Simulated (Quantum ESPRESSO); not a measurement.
Crystal: AgRh.

```
CELL_PARAMETERS angstrom
2.77759 0.00000 0.00000
-1.38879 2.40546 0.00000
0.00000 0.00000 4.80860
ATOMIC_POSITIONS crystal
Ag 0.00000 0.00000 0.50000
Rh 0.66667 0.33333 0.00000
```

The cell comes from a database or a generator and needn't be the stable form of this composition.

* Program: Quantum ESPRESSO 7.5
* Task: phonons and electron-phonon coupling
* Functional: PBEsol
* Potentials or basis: GBRV 1.5 PBEsol
* Cutoff: 762 eV
* Density cutoff: 6095 eV
* k mesh: 8 × 8 × 5
* Occupations: methfessel-paxton, width 0.272 eV
* Spin: no spin polarisation
* Mixing beta: 0.5
* Most SCF iterations: 120
* SCF threshold: 4e-10 Ry
* q mesh: 2 × 2 × 1

The cell and the atoms were relaxed first, to 15.00 Å³/atom (a = 2.726 Å, b = 2.726 Å, c = 4.664 Å, α = 90.00°, β = 90.00°, γ = 120.00°), and the response was taken there.

```cif
data_structure
_symmetry_space_group_name_H-M 'P 1'
_symmetry_Int_Tables_number 1
_cell_length_a 2.7256
_cell_length_b 2.7256
_cell_length_c 4.6640
_cell_angle_alpha 90.000
_cell_angle_beta 90.000
_cell_angle_gamma 120.000
_cell_volume 30.01
loop_
_atom_site_label
_atom_site_type_symbol
_atom_site_fract_x
_atom_site_fract_y
_atom_site_fract_z
_atom_site_occupancy
Ag1 Ag 0.00000 0.00000 0.50000 1
Rh1 Rh 0.66667 0.33333 0.00000 1
```

Levels for the coupling come from a 24 × 24 × 15 mesh; ten broadenings of the double delta from 0.07 to 0.68 eV; Tc from the McMillan formula in the Allen-Dynes form.

Problem. How strong is the electron-phonon coupling, and what superconducting temperature follows?

Solution. Over broadenings from 0.27 to 0.54 eV, λ lies between 0.57 and 0.64 and ω_log near 143 K, which gives Tc from 2.8 to 3.9 K at μ* = 0.10 and from 1.9 to 2.9 K at μ* = 0.13.

Electron-phonon coupling by broadening of the double delta (levels on a 24 × 24 × 15 mesh):
| broadening (eV) | λ | N(E_F) (states/eV a spin and cell) | ω_log (K) | Tc, μ* 0.10 (K) | Tc, μ* 0.13 (K) |
| --- | --- | --- | --- | --- | --- |
| 0.07 | 0.77 | 1.666 | 133 | 5.7 | 4.5 |
| 0.14 | 0.76 | 1.605 | 136 | 5.8 | 4.6 |
| 0.20 | 0.69 | 1.493 | 139 | 4.7 | 3.6 |
| 0.27 | 0.64 | 1.390 | 141 | 3.9 | 2.9 |
| 0.34 | 0.61 | 1.308 | 142 | 3.4 | 2.5 |
| 0.41 | 0.59 | 1.242 | 143 | 3.2 | 2.2 |
| 0.48 | 0.58 | 1.189 | 143 | 3.0 | 2.0 |
| 0.54 | 0.57 | 1.144 | 144 | 2.8 | 1.9 |
| 0.61 | 0.56 | 1.105 | 144 | 2.7 | 1.8 |
| 0.68 | 0.56 | 1.071 | 144 | 2.6 | 1.8 |

Coupling and linewidth of each mode at the computed q points (broadening 0.27 eV):
| q | cm⁻¹ | λ of the modes | linewidths (GHz) |
| --- | --- | --- | --- |
| (0.00, -0.50, 0.00) | 75 100 135 157 158 231 | 0.38 0.21 0.05 0.07 0.11 0.01 | 35 34 15 27 44 7 |

Phonon frequencies at the corners of the path (cm⁻¹, interpolated; i marks imaginary ones):
```
point              frequencies
    Γ          0 0 0 76 76 222
    M   75 100 135 157 158 231
    K  123 128 132 137 195 201
    A      53 53 54 54 155 159
    L   91 125 128 135 160 229
    H  123 132 137 137 195 195
```

The smallest broadenings aren't converged on these meshes, and μ* is assumed, not computed; spin fluctuations are left out.

Caveat: the k mesh is coarse; the mesh is thin for the phonons of a metal; λ from interpolated matrix elements is rough: modes that symmetry makes equal can differ by tens of percent; the q mesh is small, so phonon branches between its points and thermal values are rough.
